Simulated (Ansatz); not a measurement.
Runs of Ansatz 0.2.0 on BaMn2Bi2. It takes space group I4/mmm (No. 139, tetragonal). The conventional cell has a = 4.493 Å, b = 4.493 Å, c = 14.556 Å, α = 90.00°, β = 90.00°, γ = 90.00°. Bi (site symmetry 4mm) is surrounded by 4 Mn at 2.82 Å. Ba (site symmetry 4/mmm) has 8 Bi at 3.72 Å and 8 Mn at 4.28 Å as nearest neighbours. Around Mn (site symmetry -4m2) lie 4 Bi at 2.82 Å and 4 Mn at 3.18 Å. The cell is a database's computed one.

| spin | k mesh | gap on the mesh (eV) | pressure (GPa) | moment (μB) | largest force (eV/Å) |
| --- | --- | --- | --- | --- | --- |
| off | 8 × 8 × 8 | none | -7.9 | - | (a) |
| collinear, random start | 8 × 8 × 8 | 0.18 | -0.2 | 0.00 | 0.03 |
| collinear, ferrimagnetic start | 8 × 8 × 8 | 0.18 | -0.2 | 0.00 | 0.03 |
| collinear, antiferromagnetic start | 8 × 8 × 8 | 0.18 | -0.2 | 0.00 | 0.03 |
| non-collinear, random start | 6 × 6 × 6 | 0.18 | -0.2 | 0.00 | 0.03 |

Alike in all rows: task single point; level PBE; potentials or basis Ansatz PAW; cell as given; cutoff (eV) 420; smearing fermi-dirac 0.05 eV.

Q: Fill in the values left out.

A: (a) 1.41.

Caveats: spin-orbit coupling is left out, which as a rule narrows the gap of such compounds by several tenths of an eV (some runs); the starting moments weren't kept (some runs); spin-orbit coupling is left out, which moves the levels of the heavy elements (some runs); forces of over 1 eV/Å show positions far from the minimum, so gaps and moduli don't describe the material at rest (some runs).

A k mesh can miss the band edges, and the runs leave out spin-orbit coupling on Ba, Bi.

A gap of «none» marks a metal or a gap under the smearing width.
